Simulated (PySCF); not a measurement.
**C3H9NOSi: electronic excitations**

Wanted: the electronic excitations of C3H9NOSi (`CN(C)[SiH2]C=O`), by calculation.

Computed with PySCF 2.14.0, with density-fitted response routines of our own, on a single molecule in the gas phase. Atoms are numbered from 0 throughout.

## Step 1: The molecule as given

15 atoms, charge 0, multiplicity 1; geometry from: GFN2-xTB.

Bonds of the start (Å): C0–N1 1.45, N1–C2 1.44, N1–Si3 1.72, Si3–C4 1.92, C4–O5 1.20, C0–H6 1.10, C0–H7 1.09, C0–H8 1.09, C2–H9 1.09, C2–H10 1.09, C2–H11 1.10, Si3–H12 1.47, Si3–H13 1.46, C4–H14 1.11.

## Step 2: Ultraviolet spectrum: CAM-B3LYP/def2-SVPD

The job: settings as JSON, then the geometry in Å.

```
{"job": {"kind": "uv", "xc": "CAM-B3LYP", "basis": "def2-SVPD", "nstates": 8, "ntriplets": 3}, "charge": 0, "multiplicity": 1}
C     -0.640217     1.271581    -0.460148
N     -0.414068    -0.139167    -0.239752
C     -1.596590    -0.922198    -0.503770
Si     0.815206    -0.728554     0.805154
C      2.337715     0.372777     0.433062
O      3.148595     0.702924     1.260340
H     -1.440037     1.658212     0.181674
H      0.268592     1.831971    -0.254658
H     -0.931651     1.438120    -1.501034
H     -1.935176    -0.748868    -1.528432
H     -1.370811    -1.977109    -0.380637
H     -2.416048    -0.660994     0.175392
H      0.574763    -0.687146     2.254148
H      1.100825    -2.094403     0.359605
H      2.494488     0.690844    -0.622855
```

Level: TDDFT CAM-B3LYP/def2-SVPD, vertical, gas phase, core orbitals frozen in the response.

Launch:

```bash
$ OMP_NUM_THREADS=1 python probes_run.py task.json out
```

One launch serves the whole session: the jobs run in the order shown.

Output:

```text
coarse grid: 12616 points
cycle   1  E = -538.5927509721  dE =  6.662e-01  |g| = 7.660e-01  |ddm| = 5.182e+00
cycle   2  E = -538.3686561009  dE =  2.241e-01  |g| = 1.356e+00  |ddm| = 1.721e+00
cycle   3  E = -538.7199169981  dE = -3.513e-01  |g| = 7.186e-02  |ddm| = 1.100e+00
cycle   4  E = -538.7204457291  dE = -5.287e-04  |g| = 6.185e-02  |ddm| = 1.659e-01
cycle   5  E = -538.7212436455  dE = -7.979e-04  |g| = 8.751e-03  |ddm| = 6.764e-02
cycle   6  E = -538.7212624048  dE = -1.876e-05  |g| = 2.644e-03  |ddm| = 1.694e-02
cycle   7  E = -538.7212643027  dE = -1.898e-06  |g| = 9.767e-04  |ddm| = 5.302e-03
final grid: 116104 points
cycle   8  E = -538.8066903837  dE = -2.593e-05  |g| = 3.830e-03  |ddm| = 5.737e-02
cycle   9  E = -538.8066893181  dE =  1.066e-06  |g| = 4.684e-03  |ddm| = 1.184e-02
cycle  10  E = -538.8066937656  dE = -4.448e-06  |g| = 8.950e-04  |ddm| = 4.561e-03
cycle  11  E = -538.8066939202  dE = -1.546e-07  |g| = 1.600e-04  |ddm| = 9.407e-04
cycle  12  E = -538.8066939262  dE = -5.960e-09  |g| = 6.354e-05  |ddm| = 3.591e-04
cycle  13  E = -538.8066939272  dE = -1.046e-09  |g| = 1.901e-05  |ddm| = 8.303e-05
cycle  14  E = -538.8066939274  dE = -1.828e-10  |g| = 6.768e-06  |ddm| = 4.597e-05
converged SCF energy = -538.8066939274

Static polarisability (au): isotropic 74.133, principal 63.268 72.616 86.515

Singlet excitations
state   eV       nm        f      main configurations
  1   3.1718    390.9   0.00044   H-1->L 0.82, H->L 0.14
  2   4.7518    260.9   0.00663   H->L 0.85, H-1->L 0.14
  3   6.1006    203.2   0.01476   H->L+1 0.71, H->L+2 0.16
  4   6.3644    194.8   0.00724   H->L+2 0.71, H->L+1 0.15
  5   6.6266    187.1   0.01531   H-1->L+2 0.76
  6   6.9034    179.6   0.01634   H-1->L+1 0.51, H->L+4 0.24, H-1->L+4 0.16
  7   7.0520    175.8   0.01514   H->L+4 0.60, H-1->L+4 0.18
  8   7.3384    169.0   0.02502   H->L+3 0.85

Triplet excitations (Tamm-Dancoff, eV): 2.4805 4.6052 5.7070
```

Run time: 43 s. Hardware: 1 thread of Arm Neoverse V1, shared host; peak memory 0.9 GiB.

Frontier orbitals and where they lie:

```
orbital      eV                         atoms
 HOMO−3  -11.82   N1 26 %, Si3 18 %, H12 12 %
 HOMO−2  -11.37  Si3 34 %, H13 26 %, H12 13 %
 HOMO−1   -8.45    O5 48 %, C4 18 %, Si3 10 %
   HOMO   -8.07      N1 49 %, Si3 9 %, C0 8 %
   LUMO   -0.39    C4 37 %, O5 33 %, Si3 12 %
 LUMO+1    1.13    Si3 22 %, C2 16 %, C0 13 %
 LUMO+2    1.38    Si3 22 %, C4 17 %, H12 9 %
```

With each of the 8 states as a Gaussian band of 0.4 eV half-width at 1/e, the curve within the window shown has maxima at 261 nm (ε 270), 176 nm (ε 2,000) L/(mol cm). Beyond the last state computed it falls off for lack of states. The curve at chosen wavelengths:

```csv
nm,ε (L/mol/cm)
162,672
175,2009
188,1503
200,1032
213,409
226,65
239,88
251,219
264,262
277,164
290,63
302,19
315,5
328,3
341,5
353,9
366,13
379,17
392,18
404,17
417,14
430,11
443,7
455,5
468,3
481,2
```

Ground-state properties from the same run:

```
           property  computed
  dipole moment (D)      3.36
polarisability (Å³)     10.99
 HOMO–LUMO gap (eV)      7.68
      −ε(HOMO) (eV)      8.07
```

## Step 3: What came out

| quantity | value |
| --- | --- |
| lowest singlet (CAM-B3LYP/def2-SVPD) | 3.17 eV (391 nm), f = 0.000 |
| brightest single state of those computed | state 8, 7.34 eV, f = 0.025 |
| lowest triplet | 2.48 eV |

**Reading.** The first singlet state (HOMO−1→LUMO 0.82, HOMO→LUMO 0.14) lies at 3.17 eV and is dark; of the 8 states computed, the strongest absorption comes from state 8 at 7.34 eV (the last computed, so partners may be missing). The lowest triplet lies 0.69 eV below the lowest singlet (triplets in Tamm-Dancoff, singlets in full TDDFT).
